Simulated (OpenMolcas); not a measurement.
# Mo⁵⁺ among point charges: CASSCF and CASPT2 levels and susceptibility

How does a field of 6 point charges split the states of Mo⁵⁺, and what χT follows?

Method: state-averaged CASSCF and CASPT2, spin-orbit coupling by RASSI with atomic mean-field integrals. Code: OpenMolcas 26.06.

## Step 1: Starting point

* Species: Mo⁵⁺ (molybdenum, Z = 42, 37 electrons)
* Basis: ANO-RCC-VDZP [6s5p3d1f], 43 functions
* Scalar Hamiltonian: DKH2, point nucleus
* Inactive shells: 1s 2s 2p 3s 3p 3d 4s 4p
* Active space: 1 electron in 5 orbitals (4d)
* Some configurations of this space: 4d
* Orbitals: optimised for each spin and parity, averaged over all roots

Outer shells as boxes (Hund's rule):

4d
```
4d [↑ ][  ][  ][  ][  ]
```

The ion sits among 6 point charges of -1.7 e arranged as an octahedron (Oh), 2.11 Å from the ion.

Each step is its own input file, run in one work folder so that later steps find the files of earlier ones. Labels, J, g values, rates, χT and fits are worked out afterwards by a script from the matrices that RASSI stores. The input lists half of the charges; inversion (Group=XYZ) makes the rest.

## Step 2: GATEWAY and SEWARD: basis and integrals

a.inp

```
&GATEWAY
Coord
1

Mo 0.0 0.0 0.0
Basis=ANO-RCC-VDZP
Group=XYZ
NoMove
AngMom=0.0 0.0 0.0
AMFI
XField
3 Angstrom 0
2.110000 0.000000 0.000000 -1.700000
0.000000 2.110000 0.000000 -1.700000
0.000000 0.000000 2.110000 -1.700000
&SEWARD
```

The run is started by

```sh
OMP_NUM_THREADS=1 MOLCAS_MEM=1689 MOLCAS_PROJECT=a pymolcas a.inp > a.log
```

## Step 3: CASSCF: doublets of even parity, 5 roots

a.inp

```
&RASSCF
FileOrb=start.orb
Symmetry=1
Spin=2
nActEl=1 0 0
Inactive=9 9
Ras2=5 0
CIRoot=5 5 1
SDav=5
CIMx=300
Iter=120 100
PrWF=0.3
OrbListing=Nothing
MaxOrb=0
>>> COPY $Project.JobIph JOB001
```

start.orb holds the contracted functions of the basis, ordered by shell, or the orbitals of the step before.

## Step 4: State interaction with spin-orbit coupling

a.inp

```
&RASSI
NrOfJobIphs=1 5
1 2 3 4 5
IphNames
JOB001
EJob
SpinOrbit
DIPRint=1.0
SOCoupling=1000.0
Subsets=2
Property=9
'ANGMOM' 1 'ANGMOM' 2 'ANGMOM' 3 'MLTPL  1' 1 'MLTPL  1' 2 'MLTPL  1' 3
'AMFI' 1 'AMFI' 2 'AMFI' 3
SOProperty=3
'ANGMOM' 1 'ANGMOM' 2 'ANGMOM' 3
```

## Step 5: CASPT2: IPEA 0.25, imaginary shift 0.1 (closed shells correlated: 4s 4p)

a.inp

```
>>> COPY JOB001 $Project.JobIph
&CASPT2
Multistate=5 1 2 3 4 5
NoMult
Frozen=8 6
IPEA=0.25
Imaginary=0.1
MaxIter=60
WThr=0.0 0.3 0.05
PrWF=0.5
NoMix
```

(Steps that only read results are left out.)

What does the calculation give? Wanted: spin-free ground state; first state of the same spin within the active space; lowest level; next level.

**Answer**, as computed:

```
                                            quantity                                                                        value
                                              method  SS-CASPT2, IPEA 0.25, imaginary shift 0.1 (closed shells correlated: 4s 4p)
                              spin-free ground state                                              2T2, 3-fold in its orbital part
first state of the same spin within the active space                                                              2E at 6210 cm⁻¹
                                        lowest level                                                                    4-fold Γ8
                                          next level                                                                  1729.0 cm⁻¹
                                         χT at 300 K                                                               0.14 cm³ K/mol
                           effective moment at 300 K                                                                      1.05 μB
```

Cost by method:

```tsv
method	time of its own steps	time with the reference
A. CASSCF	1.4 s	1.4 s
B. SS-CASPT2, IPEA 0.25, imaginary shift 0.1, +4s 4p	0.42 s	1.8 s
```

Times are of one thread on a shared host.

In words: The spin-free ground state (2T2) comes to 100 % from free-ion D terms and keeps the highest spin of the shell. χT at 300 K is 0.14, against 0.38 cm³ K/mol for the spin alone, so orbital moment lowers it. A ligand-field fit to the states below 45000 cm-1 gives 10Dq = 6212 cm-1, the gap between the two states. CASPT2 does not keep the components of a term degenerate, and the means are used. The field of point charges can differ much from that of real complexes. Point charges carry no covalency, so the field is a model and not that of real ligands.
